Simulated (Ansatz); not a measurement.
# TaS (doublet): the correlation ladder, def2-TZVPP

The task here is to estimate one member of a computed series from the others.

Computed with Ansatz 0.2.0, Gaussian basis. Level: def2-TZVPP, core rule «outside noble gas», up to 9 orbitals frozen.

Plan: UHF; CCSD(T) on ROHF; CCSD(T) on UHF; CCSDT(Q) on ROHF; CCSDT(Q) on UHF; CASSCF and MRCISD+Q, 11 electrons in 10 orbitals; CASSCF and NEVPT2, 11 electrons in 10 orbitals.

5 further runs of the same task are left out: 2 for a known fault of the program, 3 set aside as unsound or not needed.

### The system

The geometry is a PBE0/def2-TZVP stationary point (not a proven minimum). No spin-orbit coupling is included. Elements past krypton take def2 core potentials.

2 atoms, charge 0, spin multiplicity 2.

Atoms are counted from 1 here; the program's logs count them from 0.

Bond lengths: Ta1–S2 2.112 Å.

The first run:

Input file in.yaml:

```yaml
crystal:
  periodic: [false, false, false]
  atoms:
    - {symbol: Ta, position_ang: [0.000000, 0.000000, 0.000000]}
    - {symbol: S, position_ang: [0.000000, 0.000000, 2.112200]}
basis:
  gaussian: {orbitals: def2-TZVPP}
magnetization: {spin_polarized: true, initial_magnetization: 1}
hamiltonian: {xc: hf}
output: {orbitals: {seedname: orbitals}}
```

Command:

```sh
$ ansatz run in.yaml --threads 1 --pin off --events-out ev --progress --plain --max-ram 4096MiB --backend cpu
```

Among the steps run: UHF; CCSD(T) on ROHF; CCSD(T) on UHF; CCSDT(Q) on ROHF; CCSDT(Q) on UHF; CASSCF and MRCISD+Q, 11 electrons in 10 orbitals; CASSCF and NEVPT2, 11 electrons in 10 orbitals.

One table of the session follows, with a row left open; its other results are not shown here.

```
          method  from RCCSDT(Q) (meV)
            ROHF               +9271.8
             UHF               +8958.6
            RMP2               +1066.2
            UMP2               +1237.4
           RCCSD                     ?
           UCCSD                +728.5
        RCCSD(T)                 +44.2
        UCCSD(T)                 +37.3
          RCCSDT                 +24.2
          UCCSDT                  -1.3
       RCCSDT(Q)                     0
       UCCSDT(Q)                 -68.1
  CASSCF valence               +6887.9
  NEVPT2 valence               +1634.0
  MRCISD valence                +893.9
MRCISD+Q valence                +192.7
```

Q: Estimate the row for RCCSD from the others.

**Answer.** from RCCSDT(Q) (meV): +764.8. In the column «from RCCSDT(Q) (meV)» it lies between UCCSD (+728.5) and MRCISD valence (+893.9).

Caveats from the session: The determinant is far from a pure spin state, so its energy mixes those of several spin states (harmless only where they are near-degenerate, as at dissociation). Warnings: spin contamination; coupled cluster took another determinant than the lowest. Restricted and unrestricted rows rest on different reference determinants; where their highest levels disagree by more than a few hundredths of an eV, they describe different states and don't form one ladder.
